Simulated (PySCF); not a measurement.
# BiBr: bond curves at several levels of theory

One table from this session's results is given with a row withheld; the runs are named, their logs left out.

The runs use PySCF 2.14.0; Bi def2-TZVPP with ECP60, Br def2-TZVPP, scalar-relativistic core potentials.

Set-up of the first run:

The job is set up so:

```
atoms                         : Bi, Br
charge                        : 0
basis                         : Bi def2-TZVPP with ECP60, Br def2-TZVPP
Hamiltonian                   : scalar-relativistic core potentials
basis functions               : 98
electrons treated             : 58
masses in u                   : 208.9804, 78.9183
levels                        : PBE0, PBE, r²SCAN, BLYP, M06-L, B3LYP, B97-3, ωB97M-V, HF, MP2, SCS-MP2, CCSD, CCSD(T)
grid                          : 80 radial by 434 angular points
occupations                   : held fixed by the projection of orbital angular momentum
dissociation limit            : Bi + Br, each in its ground configuration
starting distance in angstrom : 2.575
values of 2S to try           : 0, 2, 4
```

Launch:

```console
> OMP_NUM_THREADS=2 python dia.py task.json out
```

Steps of the session up to this table: Input; PBE0 along the bond; Excited determinants; PBE (GGA); r²SCAN; BLYP; M06-L (meta-GGA); B3LYP; B97-3; ωB97M-V (range-separated hybrid); UHF (mean field); MP2 and coupled cluster.

One table of the session follows, with a row left open; its other results are not shown here.

Energy (eV) from each level's lowest point:

| R (Å) | UHF | UHF-MP2 | UHF-SCS-MP2 | UHF-CCSD | UHF-CCSD(T) |
| --- | --- | --- | --- | --- | --- |
| 2.227 | 1.303 | 1.114 | 1.187 | n/a | n/a |
| 2.331 | 0.597 | 0.470 | 0.520 | 0.520 | 0.526 |
| 2.435 | 0.204 | 0.134 | 0.162 | 0.162 | 0.165 |
| 2.512 | ? | ? | ? | ? | ? |
| 2.590 | 0.000 | 0.000 | 0.000 | 0.000 | 0.000 |
| 2.668 | 0.012 | 0.042 | 0.030 | 0.029 | 0.027 |
| 2.771 | 0.103 | 0.170 | 0.144 | 0.141 | 0.136 |
| 2.901 | 0.295 | 0.407 | 0.371 | 0.355 | 0.346 |
| 3.056 | 0.572 | 0.785 | 0.751 | 0.670 | 0.660 |
| 3.263 | 0.884 | 1.397 | 1.376 | n/a | n/a |

Q: Estimate the row for R (Å) = 2.512 from the others.

Worked estimate for «UHF». A straight line through the neighbours (2.435, 0.204) and (2.590, 0.000) gives 0.204 + (0.000 − 0.204) × (2.512 − 2.435) / (2.590 − 2.435) = 0.103; a parabola fitted to 4 rows on both sides gives 0.052.

The run gave: UHF: 0.056; UHF-MP2: 0.023; UHF-SCS-MP2: 0.036; UHF-CCSD: 0.036; UHF-CCSD(T): 0.038. In «UHF» the line misses by +0.047 and the parabola by -0.004.
